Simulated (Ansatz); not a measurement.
# C4H12SSi: the cost of one run

Program: Ansatz 0.2.0. Level of theory: RHF/STO-3G. These are calculated values, not measurements.

## (1) The system as given

Bond lengths (14 of 17 bonds, heavy atoms first): C1–C2 1.451 Å, C2–S3 1.794 Å, S3–C4 1.866 Å, C4–C5 1.455 Å, C5–Si6 1.851 Å, C1–H7 1.123 Å, C1–H8 1.140 Å, C1–H9 1.100 Å, C2–H10 1.075 Å, C2–H11 1.111 Å, C4–H12 1.120 Å, C4–H13 1.102 Å, C5–H14 1.136 Å, C5–H15 1.075 Å. Angles (14 of 31 angles, heavy atoms first): C1–C2–S3 111.6°, C2–S3–C4 102.8°, S3–C4–C5 115.2°, C4–C5–Si6 117.3°, C1–C2–H10 111.5°, C1–C2–H11 109.3°, S3–C2–H10 109.3°, S3–C2–H11 107.2°, C2–C1–H7 113.6°, C2–C1–H8 114.4°, C2–C1–H9 113.0°, S3–C4–H12 102.8°, S3–C4–H13 106.3°, C5–C4–H12 110.2°.

The coordinates stand in the first input below.

## (2) End point A

input.yaml reads:

```yaml
crystal:
  periodic: [false, false, false]
  atoms:
    - { symbol: C, position_ang: [-2.9188, 0.0181, 0.0841] }
    - { symbol: C, position_ang: [-1.9629, -0.9998, 0.4769] }
    - { symbol: S, position_ang: [-0.4643, -0.2753, 1.1473] }
    - { symbol: C, position_ang: [0.3591, 0.4456, -0.3635] }
    - { symbol: C, position_ang: [1.7029, 0.9595, -0.1493] }
    - { symbol: Si, position_ang: [3.0742, -0.2765, -0.0132] }
    - { symbol: H, position_ang: [-3.191, 0.7233, 0.9149] }
    - { symbol: H, position_ang: [-2.5656, 0.694, -0.7639] }
    - { symbol: H, position_ang: [-3.8902, -0.3993, -0.218] }
    - { symbol: H, position_ang: [-1.7093, -1.6418, -0.3467] }
    - { symbol: H, position_ang: [-2.4076, -1.6323, 1.2749] }
    - { symbol: H, position_ang: [-0.333, 1.2781, -0.6505] }
    - { symbol: H, position_ang: [0.222, -0.2902, -1.1722] }
    - { symbol: H, position_ang: [1.6989, 1.6343, 0.7646] }
    - { symbol: H, position_ang: [1.9478, 1.5921, -0.9834] }
    - { symbol: H, position_ang: [2.9547, -1.1075, 1.2166] }
    - { symbol: H, position_ang: [4.3974, 0.4318, 0.0361] }
    - { symbol: H, position_ang: [3.0481, -1.1427, -1.2024] }
basis:
  gaussian: { orbitals: STO-3G }
hamiltonian:
  xc: hf
relax:
  f_tol: 0.015
  max_steps: 40
```

Command:

```
$ ansatz run input.yaml --threads 1 --pin off --max-ram 2048MiB --backend cpu --events-out ev --progress --plain --runs-dir out
```

What time and memory should one allow on 1 thread of Arm Neoverse V2, shared host?

About 22 s, with a peak of 0.11 GiB.
